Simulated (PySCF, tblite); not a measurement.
# C6H15FOSi: geometry, infrared bands and NMR shifts

What infrared bands and NMR shifts should C6H15FOSi (`CC(C)(CCF)CO[SiH3]`) show?

Programs: tblite 0.8.0 and PySCF 2.14.0, with density-fitted response routines of our own. Each step states its level of theory. These are calculated values for one molecule in the gas phase, unless marked as measured. Atoms are numbered from 0 throughout.

**1. The starting structure**

24 atoms, charge 0, multiplicity 1; geometry from: force field or distance geometry start.

Bonds of the start (Å): C0–C1 1.54, C1–C2 1.55, C1–C3 1.55, C3–C4 1.53, C4–F5 1.35, C1–C6 1.55, C6–O7 1.42, O7–Si8 1.66, C0–H9 1.11, C0–H10 1.09, C0–H11 1.09, C2–H12 1.11, C2–H13 1.09, C2–H14 1.10, C3–H15 1.10, C3–H16 1.09, C4–H17 1.09, C4–H18 1.10, C6–H19 1.11, C6–H20 1.10, Si8–H21 1.48, Si8–H22 1.48, Si8–H23 1.48.

**2. Geometry optimisation with GFN2-xTB**

The job: settings as JSON, then the geometry in Å.

```
{"job": {"kind": "relax", "xc": "GFN2-xTB", "basis": "xTB"}, "charge": 0, "multiplicity": 1}
C     -0.217200    -1.720600    -1.141000
C     -0.411900    -0.713000     0.013500
C     -0.820300    -1.516600     1.275000
C     -1.510200     0.302000    -0.408500
C     -1.733700     1.471600     0.544500
F     -2.161400     1.028300     1.744900
C      0.948000    -0.020900     0.307800
O      1.317100     0.811500    -0.783700
Si     2.787400     1.580500    -0.741700
H     -1.162300    -2.257500    -1.340900
H      0.540000    -2.464800    -0.907900
H      0.070700    -1.214000    -2.062200
H     -1.815900    -1.978300     1.141600
H     -0.106900    -2.312400     1.487600
H     -0.885300    -0.868800     2.163000
H     -2.462700    -0.244200    -0.489500
H     -1.273900     0.700500    -1.390400
H     -0.831700     2.066200     0.684800
H     -2.512400     2.133000     0.144000
H      0.879200     0.583900     1.230500
H      1.716800    -0.781100     0.483900
H      2.957900     2.383200    -1.978700
H      3.867900     0.581500    -0.614300
H      2.809400     2.469800     0.439500
```

Run with:

```
$ OMP_NUM_THREADS=1 python probes_run.py task.json out
```

The driver reads the jobs from task.json and runs them one after another.

**Question.** This job is followed by: GFN2-xTB harmonic vibrations, gas phase; GIAO PBE0/pcSseg-1 NMR shielding, non-relativistic, gas phase. What will the session give for the following? strongest single infrared mode (GFN2-xTB); zero-point energy (GFN2-xTB); 13C shifts against TMS (PBE0/pcSseg-1, means over atoms taken as alike); 1H shifts against TMS (PBE0/pcSseg-1, means over atoms taken as alike); 19F shifts against CFCl3 (PBE0/pcSseg-1); 17O shifts against H2O (PBE0/pcSseg-1); 29Si shifts against TMS (PBE0/pcSseg-1).

The runs gave:

```
                                                               quantity                             value
                              strongest single infrared mode (GFN2-xTB)             2209 cm⁻¹, 399 km/mol
                                           zero-point energy (GFN2-xTB)                    123.7 kcal/mol
13C shifts against TMS (PBE0/pcSseg-1, means over atoms taken as alike)  85.2, 73.6, 42.0, 37.7, 28.1 ppm
 1H shifts against TMS (PBE0/pcSseg-1, means over atoms taken as alike)  4.93, 4.92, 3.65, 1.62, 1.00 ppm
                               19F shifts against CFCl3 (PBE0/pcSseg-1)                        -250.5 ppm
                                 17O shifts against H2O (PBE0/pcSseg-1)                          12.0 ppm
                                29Si shifts against TMS (PBE0/pcSseg-1)                         -36.7 ppm
```

**Reading.** Over 81 steps the energy fell by 0.204 eV; of the close pairs, O7–Si8 changed most, 1.660 to 1.616 Å. No mode is imaginary among the 66: a minimum at this level. The strongest single mode, at 2209 cm⁻¹, moves mainly H23 and H22. GFN2-xTB is a fitted tight-binding method: band positions and strengths are rough. Its intensities can rank the bands wrongly. The most deshielded carbon is C4 (sp3 CH2 bonded to F), at 85.2 ppm: pulled downfield by the heteroatom. At PBE0/pcSseg-1: The widest tensor belongs to Si8: span 134 ppm, with a paramagnetic part of -495 ppm.
